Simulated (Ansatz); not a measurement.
**C2H8AlB: small, medium and large basis sets**

Aim: see how fast density functionals converge with the basis set for C2H8AlB.

Computed with Ansatz 0.2.0, Gaussian basis. Level: one geometry, several basis sets.

The runs, in order: PBE0-D4/def2-SVP; ωB97M-V/def2-SVP; PBE0-D4/def2-QZVPP; ωB97M-V/def2-QZVPP; the functionals' def2-TZVPP values are taken from earlier runs.

## (1) Structure used throughout

An earlier PBE0-D4 in a triple-zeta def2 set relaxation fixed the geometry.

SMILES `CB[CH2][AlH2]`, 12 atoms, charge 0, spin multiplicity 1.

Atoms are counted from 1 here; the program's logs count them from 0.

Bond lengths: C1–B2 1.566 Å, C1–H5 1.093 Å, C1–H6 1.096 Å, C1–H7 1.098 Å, B2–C3 1.524 Å, B2–H8 1.206 Å, C3–Al4 1.973 Å, C3–H9 1.097 Å, C3–H10 1.093 Å, Al4–H11 1.586 Å, Al4–H12 1.585 Å. Angles: B2–C1–H5 115.1°, B2–C1–H6 111.6°, B2–C1–H7 108.4°, H5–C1–H6 108.7°, H5–C1–H7 107.8°, H6–C1–H7 104.6°, C1–B2–C3 123.6°, C1–B2–H8 117.8°, C3–B2–H8 118.5°, B2–C3–Al4 105.1°, B2–C3–H9 115.0°, B2–C3–H10 116.0°, Al4–C3–H9 102.5°, Al4–C3–H10 103.6°, H9–C3–H10 112.5°, C3–Al4–H11 119.5°, C3–Al4–H12 120.0°, H11–Al4–H12 120.5°.

## (2) PBE0-D4 in def2-SVP

The input, in.yaml:

```yaml
crystal:
  periodic: [false, false, false]
  atoms:
    - {symbol: C, position_ang: [-0.791557, 1.530786, -0.453572]}
    - {symbol: B, position_ang: [-0.188107, 0.612694, 0.662286]}
    - {symbol: C, position_ang: [1.030079, -0.278039, 0.452487]}
    - {symbol: Al, position_ang: [0.308947, -1.986419, -0.220179]}
    - {symbol: H, position_ang: [-0.293979, 1.468270, -1.424438]}
    - {symbol: H, position_ang: [-1.862406, 1.343371, -0.593821]}
    - {symbol: H, position_ang: [-0.735343, 2.573202, -0.113121]}
    - {symbol: H, position_ang: [-0.761249, 0.563737, 1.722423]}
    - {symbol: H, position_ang: [1.699090, 0.033884, -0.358631]}
    - {symbol: H, position_ang: [1.574575, -0.567174, 1.355600]}
    - {symbol: H, position_ang: [-0.046179, -2.131318, -1.759115]}
    - {symbol: H, position_ang: [0.143130, -3.218196, 0.764080]}
basis:
  gaussian: {orbitals: def2-SVP}
hamiltonian: {xc: pbe0, dispersion: d4}
output: {orbitals: {seedname: orbitals}}
```

Started as:

```sh
$ ansatz run in.yaml --threads 2 --pin off --events-out ev --progress --plain --max-ram 4352MiB
```

After this run come: ωB97M-V in def2-SVP; PBE0-D4 in def2-QZVPP; ωB97M-V in def2-QZVPP.

**Question.** What will the summary of the whole plan be? Wanted: PBE0-D4: double and triple zeta above quadruple; ωB97M-V: double and triple zeta above quadruple.

As calculated:

| quantity | value |
| --- | --- |
| PBE0-D4: double and triple zeta above quadruple | 5.81, 0.38 eV |
| ωB97M-V: double and triple zeta above quadruple | 6.03, 0.37 eV |

In words: PBE0-D4 gains 5.43 eV from double to triple zeta, then 0.38 eV more. These are total energies; as a rule much of such shifts cancels in differences, which this series doesn't test.
